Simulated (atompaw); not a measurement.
# Cu: generating and testing a PAW (atompaw) potential

Task: generate the file, and judge it by its logarithmic derivatives, its ghosts and its cutoff.

Method: atompaw 4.2.0.5, PBE, scalar-relativistic.

## Step 1: Settings

Typed settings, in words:

```
element                 : copper (Cu, Z = 29)
type                    : PAW
frozen core             : [Ne] 3s2
valence charge          : 17
reference configuration : 3p6 3d10 4s1 4p0
partial waves           : 4s (bound): rc 2.75 bohr; 4s channel at 0.25 Ry: rc 2.75 bohr; 3p (bound): rc 0.85 bohr; 4p (bound, empty): rc 2.75 bohr; 3d (bound): rc 1.00 bohr; 3d channel at 0.7 Ry: rc 1.00 bohr
local potential         : bessel scheme, radius 2.10 bohr
core correction         : smooth core density matched at 1.75 bohr
augmentation charge     : besselshape compensation charge, radius 2.60 bohr; PAW radius 2.75 bohr; waves and projectors: custom rrkj gramschmidtortho
```

The outer shells as boxes (Hund's rule for the drawing; the calculation is spin-unpolarised):

```
[Ne] core
3s [↑↓]
3p [↑↓][↑↓][↑↓]
3d [↑↓][↑↓][↑↓][↑↓][↑↓]
4s [↑ ]
4p [  ][  ][  ]
```

The nodes and maxima of the atom's own shells, from an earlier all-electron run, set the scale for the radii.

All-electron outer shells of the reference configuration (PBE, scalar-relativistic, ld1.x):

```json
{"shell": "2p", "level (eV)": "-916.98", "outermost node (bohr)": "–", "outermost maximum (bohr)": "0.16"}
{"shell": "3s", "level (eV)": "-114.70", "outermost node (bohr)": "0.29", "outermost maximum (bohr)": "0.61"}
{"shell": "3p", "level (eV)": "-72.14", "outermost node (bohr)": "0.26", "outermost maximum (bohr)": "0.62"}
{"shell": "3d", "level (eV)": "-5.04", "outermost node (bohr)": "–", "outermost maximum (bohr)": "0.60"}
{"shell": "4s", "level (eV)": "-4.61", "outermost node (bohr)": "0.89", "outermost maximum (bohr)": "2.27"}
{"shell": "4p", "level (eV)": "-0.70", "outermost node (bohr)": "0.97", "outermost maximum (bohr)": "3.65"}
```

## Step 2: Generation

File Cu.input:

```
Cu 29
GGA-PBE scalarrelativistic loggrid 1500 logderivrange -7 5 301
4 4 3 0 0 0
4 0 1
4 1 0
0 0 0
c
c
c
v
c
v
v
v
2
2.75 2.60 2.10 1.75
y
0.25
n
n
y
0.7
n
custom rrkj gramschmidtortho besselshape
bessel
2.75
2.75
0.85
2.75
1.00
1.00
PWSCFOUT
UPFDX 0.0125d0 UPFXMIN -7.d0 UPFZMESH 29.d0
END
```

Started as:

```sh
$ atompaw < Cu.input > Cu.log
```

Q: Predict the outcome of this session. Wanted: cutoffs for 10 and 1 mRy, occupied levels; bound ghosts; largest phase difference near zero energy, channels read; lowest eigenvalue of the overlap; share of valence orbitals outside the PAW sphere; UPF file.

As calculated:

| quantity | value |
| --- | --- |
| cutoffs for 10 and 1 mRy, occupied levels | 160 Ry and 260 Ry |
| bound ghosts | none found |
| largest phase difference near zero energy, channels read | 0.009 rad |
| lowest eigenvalue of the overlap (Bessel basis) | 0.430 (s) |
| share of valence orbitals outside the PAW sphere | 4s 49 %, 3p 0 %, 4p 85 %, 3d 3 % |
| UPF file | written |

What this shows: By its cutoff, 160 Ry for the looser tolerance, it is very hard. The slowest occupied level is 3d: taken alone it needs 160 Ry to come within 1 mRy, against 120 Ry for 3p. No bound ghost shows below the valence levels. Near zero energy the phases of the channels with partial waves agree within 0.009 rad. These are tests on the free atom; a crystal test is still owed.
